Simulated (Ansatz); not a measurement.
# GaF (Pm-3m) in Ansatz: settings compared

Aim: see how the results for GaF move with the level of theory and the settings. Levels: HSE06, PBE0, r2SCAN0. Tasks: projected density of states.

Everything below comes from runs of Ansatz 0.2.0. Logs are shortened: lines on timing, memory, paths and dates and some standing lists are left out, and cuts for length are marked.

## Step 1: The crystal as given

It takes space group Pm-3m (No. 221, cubic). Conventional cell: a = 3.166 Å, b = 3.166 Å, c = 3.166 Å, α = 90.00°, β = 90.00°, γ = 90.00°. Ga (site symmetry m-3m) has 8 F at 2.74 Å as nearest neighbours. F (site symmetry m-3m) has 8 Ga at 2.74 Å as nearest neighbours.

The cell was built by a generator and needn't be a form met in nature.

## Step 2: Projected density of states, HSE06

Contents of input.yaml:

```yaml
crystal:
  lattice:
    - [3.16592, 0.0, 0.0]
    - [0.0, 3.16592, 0.0]
    - [0.0, 0.0, 3.16592]
  atoms:
    - { symbol: Ga, position: [0.0, 0.0, 0.0] }
    - { symbol: F, position: [0.5, 0.5, 0.5] }
hamiltonian:
  xc: hse06
  pseudopotentials: { kind: paw }
kpoints:
  mp_grid: { grid: [5, 5, 5] }
scf:
  occupations: { method: fermi_dirac, width: 0.05 }
  n_extra_bands: 6
output:
  forces: true
  stress: true
  eigenvalues: true
  dos: { projected: true, de: 0.05 }
```

Potentials or basis: Ansatz PAW.

On the command line:

```bash
> ansatz run input.yaml --threads 2 --pin off --max-ram 5632MiB --backend cpu --events-out ev --progress --plain --runs-dir out
```

Log:

```text
Warning: output.stress: scf.convergence.dr2_threshold = 1e-7 eV (the SCF's general default) is looser than the 2e-10 eV advised for a printed stress (1e-10 eV for each atom of the cell: 2). What an SCF threshold leaves in a stress goes as its square root, and in the free energy as the threshold itself, and one threshold admits the most on a small cell: of the crystals measured, under no hybrid functional and no lock of the moments, on runs that ended without the residual-converged pass, on stresses that held no estimate of that error, the worst erred by over 100 MPa in a component at 1e-7 eV an atom and by under 5 at 1e-10. Set scf.convergence.dr2_threshold to 2e-10 eV or tighter. The threshold is an SCF's pass mark: one that does not reach it within its budget of iterations ends unconverged, or closes short of it on a stop that the run arms, and scf.convergence.dr2_threshold's page says what that costs each kind of run
Warning: output.stress: scf.exx.energy_threshold = 1e-6 eV is looser than the 2e-8 eV advised for a stress under a hybrid functional (1e-8 eV for each atom of the cell: 2). Every SCF of the exchange loop can meet its threshold on dr2 while the loop round them stops early: no threshold on dr2 bounds what that leaves in the stress. Set scf.exx.energy_threshold to 2e-8 eV or tighter. The threshold is the loop's pass mark: a loop that does not reach it within its budget of cycles ends unconverged, and scf.exx.energy_threshold's page has the law
Warning: RAYON_NUM_THREADS=2 ignored (pool sized by the plan → 2); use --threads N
scf.n_extra_bands = 6 over 10 filled bands (N_el = 20.0): the run solves 16 bands
Engine: ansatz 0.2.0, aarch64-unknown-linux-gnu
Pseudopotentials: kind: paw
Pseudopotential: Ga, paw, valence charge 13, recommended cutoff 420 eV (normal), Ga.paw.azcp
Pseudopotential: F, paw, valence charge 7, recommended cutoff 420 eV (normal), F.paw.azcp
Functional definition: HSE06
  parameter a = 0.25
  parameter omega = 0.11/bohr
  exchange = pbe_x - a*pbe_x_sr(omega) + a*exact_x_sr(omega)
  correlation = pbe_c
Crystal: 2 atoms, lattice volume = 31.732 Å³
Basis set: ecut = 420 eV, 619 PW (Γ), exchange–correlation on 48×48×48 points (8 copies of the dense FFT grid, shifted against one another)
Bands: 16, of which v1, the nominal top of the filled ones, is band 10 counted from 1 (9 counted from 0)
Symmetry: 48 space group operations
Space group: Pm-3m (ITA 221), of the structure as read, at distance tolerance 3.2e-5 Å
k-points: 10 of 125
Non-local potential: Ga, projectors of the file, l = 0: 2, l = 1: 2, l = 2: 3, l = 3: 1
Non-local potential: F, projectors of the file, l = 0: 2, l = 1: 2, l = 2: 1
PAW form: soft (Blöchl's): semilocal exchange-correlation on the pseudo side does not see the compensation charge
PAW frozen core: Ga, regenerated for the run's functional, and the local potential with it (the file was generated under x = pbe(κ = 0.804, μ = 0.2195149727645171), c = pbe(β = 0.06672455060314922))
PAW frozen core: F, regenerated for the run's functional, and the local potential with it (the file was generated under x = pbe(κ = 0.804, μ = 0.2195149727645171), c = pbe(β = 0.06672455060314922))
PAW one-centre angular grid: Ga, 590 points (default); XC on 64 Gauss nodes
PAW one-centre angular grid: F, 110 points (default); XC on 64 Gauss nodes
Initial density: superposition of atomic densities (neutral atoms: chi_scale 0, normalization atom), corrected by the library's trained network
Initial wavefunctions: pseudopotential atomic-orbital guess
Functional: x = pbe(κ = 0.804, μ = 0.2195149727645171), c = pbe(β = 0.06672455060314922), warm-up for x = pbe(κ = 0.804, μ = 0.2195149727645171) + 0.25 (exact − pbe) at short range (hse, ω = 0.20786987370883472 Å⁻¹), c = pbe(β = 0.06672455060314922); HSE06 as pw.x's `hse` composes it (authors' and Libxc's form: `xc: wpbeh`)
SCF iter   1: F=—  HF=-4591.305229 eV  |F-HF|=—  |Δ(HF+E_count)|=         —  Δρ=6.26e-4  dr2=4.61e-5  ethr=1.77e-3  ⟨swp⟩=2.0  Hψ=988  notcnv=0
preconditioner: auto → none  [insulator: Δε(μ)=2.340 eV  Ē_g=20.454 eV  σ=0.050 eV  W_gap=1.00  n_scr=6 (ndim 8)  ℏωp=29.5 eV  f_vac=0.000  D(μ)=0.00/eV (n_scr^D=0)]
[... 19 lines left out ...]
Frozen-core exchange: fock
SCF iter   1: F=—  HF=-4591.262913 eV  |F-HF|=—  |Δ(HF+E_count)|=         —  Δρ=1.52e-4  dr2=3.10e-6  ethr=1.20e-6  ⟨swp⟩=2.8  Hψ=328  notcnv=0
preconditioner: auto → none  [insulator: Δε(μ)=2.859 eV  Ē_g=23.429 eV  σ=0.050 eV  W_gap=1.00  n_scr=6 (ndim 8)  ℏωp=29.5 eV  f_vac=0.000  D(μ)=0.00/eV (n_scr^D=0)]
SCF iter   2: F=—  HF=-4591.262913 eV  |F-HF|=—  |Δ(HF+E_count)|=   6.86e-7  Δρ=2.23e-5  dr2=1.12e-7  ethr=1.48e-8  ⟨swp⟩=4.0  Hψ=409  notcnv=0
SCF iter   3: F=—  HF=-4591.262914 eV  |F-HF|=—  |Δ(HF+E_count)|=   1.69e-7  Δρ=1.95e-5  dr2=5.95e-8  ethr=4.72e-10  ⟨swp⟩=3.1  Hψ=355  notcnv=0  defer=1
SCF iter   4: F=-4591.262914 eV  HF=-4591.262914 eV  |F-HF|=2.66e-9  |Δ(HF+E_count)|=   1.34e-8  Δρ=3.53e-6  dr2=1.52e-9  ethr=2.83e-10  ⟨swp⟩=3.1  Hψ=304  notcnv=0  defer=1
SCF 3 converged in 4 iterations: F = -4591.262914 eV  dr2 = 1.52e-9
  Residual-converged pass: ⟨swp⟩=2.9  Hψ=334  notcnv=0  max |occ|·‖R‖ = 1.8e-6 eV (tolerance 2.4e-6 eV)  dr2=1.55e-9  dr2_onsite=1.04e-9  max |Δocc| = 1.6e-20
hybrid outer 2: dexx = +3.007e-7 eV, tail = 1.95e-8 eV, Δε = 3.36e-3 eV (about 1.06e-4 eV left of the loop's levels)
hybrid SCF converged: 2 outer / 10 inner (+2 warm-up), last move |dexx| = 3.01e-7 eV, tail = 1.95e-8 eV
Stability not checked: this state was not tested for a lower state beside it, because the functional holds exact exchange (a hybrid, or Hartree-Fock), whose exchange loop this test does not read (fock_operator; see scf.lower_state_search)
Free energy (F): -4591.262914 eV
Frozen-core exchange: fock
Harris-Foulkes:  -4591.262914 eV  (|F-HF|=2.66e-9)
Internal energy: -4591.262914 eV  (E = F + TS)
E sigma→0 (E₀):  -4591.262914 eV
Fermi energy:    5.959631 eV
--- Per-component energies (eV) ---
  E_band       = -145.747873
  E_kinetic    = 319.138939
  E_local      = -2386.111584  (includes V_loc(G=0)·N_el)
  E_nonlocal   = 492.405487
  E_hartree    = 1053.508987
  E_xc         = -119.578149
  E_vxc        = -127.294823  (∫ρ·V_xc dr)
  E_exx        = -73.858418  (= α·E_x^exact, valence–valence)
  E_paw        = -2138.291713  (= ΣΔE_a)
  E_vpaw       = -403.190521  (= ΣTr[D̂ρ^β])
  E_aug_tail   = 0.001989  (compensation charges beyond the density's cutoff)
  E_ewald      = -1738.560515
  E_core_change = 0.082048  (= ΣΔE_core)
  E_smearing   = -0.000000  (= −TS)
  E_closure    = 0.000015  (closes the sum)
  Σ components = -4591.262914   (vs F -4591.262914, Δ=-9.09e-13)
--- Forces (eV/Å), atoms counted from 1 ---
  atom   1  Ga    -0.00000000    -0.00000000    -0.00000000
  atom   2  F      0.00000000     0.00000000    -0.00000000
  max |Σ_I F_I| component: 2.37e-30 eV/Å
--- Stress (GPa, compression-positive) ---
       -0.631574       0.000000       0.000000
        0.000000      -0.631574       0.000000
        0.000000       0.000000      -0.631574
  P = ⅓ Tr σ = -0.6316 GPa (-6.316 kbar)
--- Band table (eV; the first three rows and the last of 10) ---
  k-point 0: bands = ["-19.4012", "-11.5671", "-11.5671", "-11.4188", "-11.4188", "-11.4188", "-1.1324", "0.9882", "0.9882", "0.9882", "15.0333", "15.0333", "15.0333", "16.1306", "16.1306", "23.7037"]
  k-point 1: bands = ["-19.3496", "-11.5643", "-11.5279", "-11.4343", "-11.4343", "-11.4177", "-1.6279", "1.0832", "1.0832", "1.7922", "11.1602", "15.0751", "15.0751", "16.6856", "19.5993", "25.5352"]
  k-point 2: bands = ["-19.2643", "-11.5597", "-11.4662", "-11.4590", "-11.4590", "-11.4158", "-2.2328", "1.2409", "1.2409", "3.6536", "7.3820", "15.1268", "15.1268", "18.2777", "21.6003", "22.5870"]
  k-point 9: bands = ["-19.0660", "-11.5069", "-11.5069", "-11.4956", "-11.3913", "-11.3913", "0.0813", "0.3745", "0.3745", "4.5229", "9.0180", "9.0180", "10.4339", "18.4305", "18.8377", "18.8377"]
```

dos.tsv:

```text
# E-E_F[eV]	g_bin_mean(E)[states/eV]	N(E)
# format = ansatz-dos/2
# fermi_ev = 5.959677
# fermi_mp_grid = 5 5 5
# fermi_mp_shift = 0 0 0
# g_bin_mean(E): the states in a bin one row spacing wide, centred on E, divided by that spacing. States that the method places at a single energy (under output.dos.method: tetrahedron, those of a tetrahedron whose four corners have one energy) are counted whole in the row whose bin holds that energy (on the edge of two bins, in the lower row). The sum of g_bin_mean over a run of rows, times the row spacing, is the number of states from half a spacing under the first of them to half a spacing over the last (a plain sum, not the trapezoid rule).
-25.860874	0.000000e0	0.000000e0
-25.810874	0.000000e0	0.000000e0
-25.760874	0.000000e0	0.000000e0
-25.710874	0.000000e0	0.000000e0
-25.660874	0.000000e0	0.000000e0
-25.610874	0.000000e0	0.000000e0
[... 912 lines left out ...]
20.039126	0.000000e0	3.200000e1
20.089126	0.000000e0	3.200000e1
```

It took 10 s on 2 threads of Arm Neoverse V2, shared host; peak memory 0.77 GiB.

What came out:

* Free energy: -4591.2629 eV
* Pressure: -0.6 GPa
* Band gap on the k mesh: 2.86 eV, indirect (least direct gap 3.73 eV)

States per cell in windows of 1 eV (zero at the valence-band top; states under -8 eV left out):
```tsv
from (eV)	total	F 2p	Ga 4p	Ga 4s	F 2s
-8.0	0.00	0.00	0.00	0.00	0.00
-7.0	0.83	0.36	0.09	0.36	0.02
-6.0	0.98	0.57	0.16	0.24	0.01
-5.0	1.65	1.42	0.20	0.02	0.00
-4.0	2.55	2.46	0.07	0.00	0.00
-3.0	0.13	0.09	0.01	0.02	0.00
-2.0	0.70	0.32	0.04	0.32	0.01
-1.0	1.17	0.40	0.07	0.69	0.01
0.0	0.00	0.00	0.00	0.00	0.00
1.0	0.00	0.00	0.00	0.00	0.00
2.0	0.00	0.00	0.00	0.00	0.00
3.0	0.33	0.03	0.24	0.03	0.02
4.0	1.30	0.12	1.07	0.05	0.03
5.0	0.73	0.07	0.61	0.03	0.01
6.0	0.72	0.05	0.60	0.04	0.01
7.0	0.69	0.03	0.59	0.04	0.00
```

Caveat: odd divisions of the mesh miss points on the zone boundary, where band edges often lie, so the gap on the mesh can be too wide; the PAW data sets come from PBE, with cores solved anew for the run's functional, which leaves a small shift of forces and pressure; the density of states is complete only up to the lowest level of the last band computed; the thresholds are loose for stress. A k mesh can miss the band edges.

(Continued in part 2 of 2.)
